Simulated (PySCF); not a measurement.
# CH6N2Si2: the cost of one run

Programs: PySCF 2.14.0, with density-fitted response routines of our own. Each step states its level of theory. These are calculated values for one molecule in the gas phase, unless marked as measured. Atoms are numbered from 0 throughout.

## 1. Starting geometry

11 atoms, charge 0, multiplicity 1; geometry from: GFN2-xTB. The atoms were then displaced at random by about 0.01 Å, so the start is not that level's minimum.

Bonds of the start (Å): N0–C1 1.13, C1–Si2 1.87, Si2–Si3 2.36, Si3–N4 1.70, Si2–H5 1.45, Si2–H6 1.46, Si3–H7 1.46, Si3–H8 1.49, N4–H9 1.01, N4–H10 1.02.

## 2. Optimising the geometry at PBE0-D3(BJ)/def2-SVP

Job settings and geometry (Å):

```
{"job": {"xc": "PBE0", "basis": "def2-SVP", "d3": "d3bj", "grid": 1, "shake": 0.01, "kind": "geom"}, "charge": 0, "multiplicity": 1}
N     -1.539340     2.635240     0.081640
C     -1.562380     1.511300     0.005910
Si    -1.441300    -0.348130    -0.098400
Si     0.812070    -0.916200     0.316170
N      1.712630     0.297110    -0.458990
H     -1.975170    -0.643440    -1.418460
H     -2.382410    -0.807930     0.911590
H      1.211480    -2.158750    -0.336060
H      1.034510    -1.080030     1.782990
H      2.715700     0.215060    -0.469920
H      1.452340     1.269940    -0.332130
```

Launch:

```bash
$ OMP_NUM_THREADS=1 python probes_run.py task.json out
```

One launch serves the whole session: the jobs run in the order shown.

**Question.** How long does this first job take on 1 thread of Arm Neoverse V1, shared host, and how much memory does it need?

About 27 s, with a peak of 0.44 GiB.
